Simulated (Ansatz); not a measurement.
## Li2Pd, space group P6/mmm: an equation of state with a fit, step by step

With Ansatz 0.2.0 through its Python package.

Notebook, run cell by cell (the value of a cell's last expression is shown):

In [1]:
```python
import ansatz as az
import numpy as np
from pymatgen.analysis.eos import EOS

vectors0 = np.array([
    [4.222, 0.0, 0.0],
    [-2.111, 3.65636, 0.0],
    [0.0, 0.0, 2.724],
])
sites = [
    ("Li", (1 / 3, 2 / 3, 0.5)),
    ("Li", (2 / 3, 1 / 3, 0.5)),
    ("Pd", (0.0, 0.0, 0.0)),
]
```

In [2]:
```python
def on_lattice(cell):
    crystal = az.Crystal(lattice=az.Lattice.of(cell))
    for symbol, position in sites:
        crystal = crystal.atom(symbol, position)
    return crystal
```

In [3]:
```python
# scale the volume, keep shape and fractions
volumes, energies, pressures = [], [], []
for scale in np.linspace(0.9, 1.1, 9):
    cell = vectors0 * scale ** (1 / 3)
    calc = (
        on_lattice(cell).calculation()
        .functional("r2scan")
        .basis(550)
        .occupations("Fermi-Dirac", width=0.15)
        .scf(max_iterations=100)
        .kpoints(6, 6, 8)
        .stress()
    )
    summary = calc.run().report
    volumes.append(abs(np.linalg.det(cell)) / len(sites))
    energies.append(summary["free_energy_ev"] / len(sites))
    pressures.append(np.trace(summary["stress_gpa"]) / 3)
    print(f"V = {volumes[-1]:8.4f} A^3/atom  F = {energies[-1]:.5f} eV/atom  P = {pressures[-1]:8.3f} GPa")
```
```text
V =  12.6152 A^3/atom  F = -2465.66966 eV/atom  P =    5.960 GPa
V =  12.9657 A^3/atom  F = -2465.68035 eV/atom  P =    3.855 GPa
V =  13.3161 A^3/atom  F = -2465.68673 eV/atom  P =    2.026 GPa
V =  13.6665 A^3/atom  F = -2465.68938 eV/atom  P =    0.436 GPa
V =  14.0169 A^3/atom  F = -2465.68879 eV/atom  P =   -0.948 GPa
V =  14.3674 A^3/atom  F = -2465.68536 eV/atom  P =   -2.153 GPa
V =  14.7178 A^3/atom  F = -2465.67948 eV/atom  P =   -3.201 GPa
V =  15.0682 A^3/atom  F = -2465.67146 eV/atom  P =   -4.113 GPa
V =  15.4186 A^3/atom  F = -2465.66157 eV/atom  P =   -4.906 GPa
```

In [4]:
```python
for form in ["murnaghan", "pourier_tarantola", "birch_murnaghan"]:
    fit = EOS(eos_name=form).fit(volumes, energies)
    print(f"{form:18s} V0 {fit.v0:8.4f} A^3/atom  B0 {fit.b0_GPa:7.1f} GPa  B1 {fit.b1:5.2f}")
```
```text
murnaghan          V0  13.7711 A^3/atom  B0    55.7 GPa  B1  4.52
pourier_tarantola  V0  13.7723 A^3/atom  B0    56.1 GPa  B1  4.40
birch_murnaghan    V0  13.7716 A^3/atom  B0    55.9 GPa  B1  4.47
```

A third-order Birch-Murnaghan fit through the 9 points has its minimum at 13.77 Å³ an atom, 1.8 % below the typed cell, with a bulk modulus of 56 GPa and dB/dP = 4.5. From that minimum the energy rises by 19.9 meV an atom on the compressed side and 28.0 meV on the expanded side.

Caveats:
- Absolute energies stand on the zero of these potentials, so only differences at equal settings mean something.
- Spin is left out of this run.
- Shape and fractional positions are held along the curve, so the bulk modulus is an upper value where they are free to relax.
- For a metal this k-point mesh is coarse: on a finer one energies can move by several to tens of meV an atom and pressures by half a GPa or more, differences at one mesh by less.
- The smearing is wide enough that free energy and stress hold a thermal part of the electrons.
- Pressure is positive in compression.
- The structure is a deposited one; some such entries were measured under pressure or heat, so a shift against it needn't be the functional's error alone.
- Wall time of the script: 36 s on 1 thread of Arm Neoverse V2 (shared host), peak memory 0.61 GiB.
